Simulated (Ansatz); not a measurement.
**CH3BrGe: how energies converge with the basis set**

One table from this session's results is given with a row withheld; the runs are named, their logs left out.

Computed with Ansatz 0.2.0, Gaussian basis. Level: one geometry, several basis sets.

Plan: PBE0-D4/def2-SVP; ωB97M-V/def2-SVP; PBE0-D4/def2-QZVPP; ωB97M-V/def2-QZVPP; the functionals' def2-TZVPP values are taken from earlier runs.

**The geometry**

An earlier PBE0-D4 in a triple-zeta def2 set relaxation fixed the geometry.

6 atoms, charge 0, spin multiplicity 1.

Atoms are counted from 1 here; the program's logs count them from 0.

Bond lengths: C1–Ge2 1.985 Å, C1–H4 1.094 Å, C1–H5 1.092 Å, C1–H6 1.094 Å, Ge2–Br3 2.358 Å. Angles: Ge2–C1–H4 109.5°, Ge2–C1–H5 111.1°, Ge2–C1–H6 109.9°, H4–C1–H5 109.4°, H4–C1–H6 107.2°, H5–C1–H6 109.6°, C1–Ge2–Br3 96.4°.

Geometry (Å):

```xyz
6
CH3BrGe
C    -0.42764    0.39902   -0.27072
Ge    0.17079   -0.35633    1.46464
Br    1.88439   -1.71508    0.58378
H     0.40159    0.93616   -0.74118
H    -1.26974    1.08084   -0.13355
H    -0.71729   -0.40861   -0.94916
```

The first run:

in.yaml

```yaml
crystal:
  periodic: [false, false, false]
  atoms:
    - {symbol: C, position_ang: [-0.427645, 0.399023, -0.270724]}
    - {symbol: Ge, position_ang: [0.170794, -0.356330, 1.464641]}
    - {symbol: Br, position_ang: [1.884391, -1.715078, 0.583775]}
    - {symbol: H, position_ang: [0.401590, 0.936157, -0.741181]}
    - {symbol: H, position_ang: [-1.269745, 1.080840, -0.133552]}
    - {symbol: H, position_ang: [-0.717286, -0.408611, -0.949159]}
basis:
  gaussian: {orbitals: def2-SVP}
hamiltonian: {xc: pbe0, dispersion: d4}
output: {orbitals: {seedname: orbitals}}
```

Among the steps run: PBE0-D4 in def2-SVP; ωB97M-V in def2-SVP; PBE0-D4 in def2-QZVPP; ωB97M-V in def2-QZVPP.

One table of the session follows, with a row left open; its other results are not shown here.

It belongs to the step «Functionals by basis». 

| functional | basis | HOMO (eV) | LUMO (eV) |
| --- | --- | --- | --- |
| PBE0-D4 | def2-SVP | ? | ? |
| PBE0-D4 | def2-TZVPP | -6.82 | -2.74 |
| PBE0-D4 | def2-QZVPP | -6.84 | -2.77 |
| ωB97M-V | def2-SVP | -8.82 | -0.74 |
| ωB97M-V | def2-TZVPP | -8.91 | -0.80 |
| ωB97M-V | def2-QZVPP | -8.94 | -0.89 |

Estimate the missing values for PBE0-D4, def2-SVP.

**Answer.** HOMO (eV): -6.75; LUMO (eV): -2.70. In the column «HOMO (eV)» it is the highest.
